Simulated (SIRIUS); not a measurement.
Crystal: Si5F.

```
Si F
1.0
     4.19478    0.00000    0.00000
    -2.09739    3.63278    0.00000
     0.00000    0.00000    9.03332
Si F
5 1
Cartesian
  0.0000 2.4219 0.0000
  2.0974 1.2109 0.0000
  0.0000 0.0000 6.8410
  0.0000 0.0000 2.1923
  0.0000 0.0000 4.5167
  0.0000 0.0000 0.0000
```

The cell was built by a generator and needn't be a form met in nature.

```yaml
Program: SIRIUS 7.10.0
Task: single point
Functional: PBE
Potentials_or_basis: PseudoDojo 0.4.1 PBE standard (scalar relativistic)
Cutoff: 1152 eV
Density_cutoff: 4606 eV
k_mesh: 7 × 7 × 3
Occupations: fermi-dirac, width 0.05 eV
Spin: no spin polarisation
```

On this cell: pressure 0.3 GPa; largest force 0.005 eV/Å; band gap on the k mesh none (metal or under the smearing width).

The same run follows on a disturbed copy (atoms moved at random, drawn with an rms of 0.05 Å):

```
Si F
1.0
     4.19478    0.00000    0.00000
    -2.09739    3.63278    0.00000
     0.00000    0.00000    9.03332
Si F
5 1
Cartesian
  -0.0056 2.4386 0.0235
  2.1040 1.2297 0.0085
  0.0062 -0.0101 6.8420
  0.0125 0.0043 2.1788
  0.0047 -0.0062 4.5483
  -0.0381 -0.0301 0.0055
```

Question: What does the disturbed cell give?

Answer: The energy (extrapolated to zero smearing) moves by +2.3 meV/atom; pressure 0.3 GPa; largest force 0.385 eV/Å; band gap on the k mesh none (metal or under the smearing width).

Forces in eV/Å, atoms in the order of the input:
```
Si  -0.006 -0.097  0.063
Si  -0.227 -0.129  0.030
Si   0.056  0.001  0.072
Si   0.065  0.025  0.172
Si   0.004 -0.005 -0.385
F    0.108  0.205  0.048
```

Stress tensor (GPa, compression positive):
```
 1.03  0.13  0.02
 0.13  0.98  0.04
 0.02  0.04 -0.98
```

Caveats: an odd number of electrons without spin polarisation forces a metal; a magnetic or distorted state may lie lower.
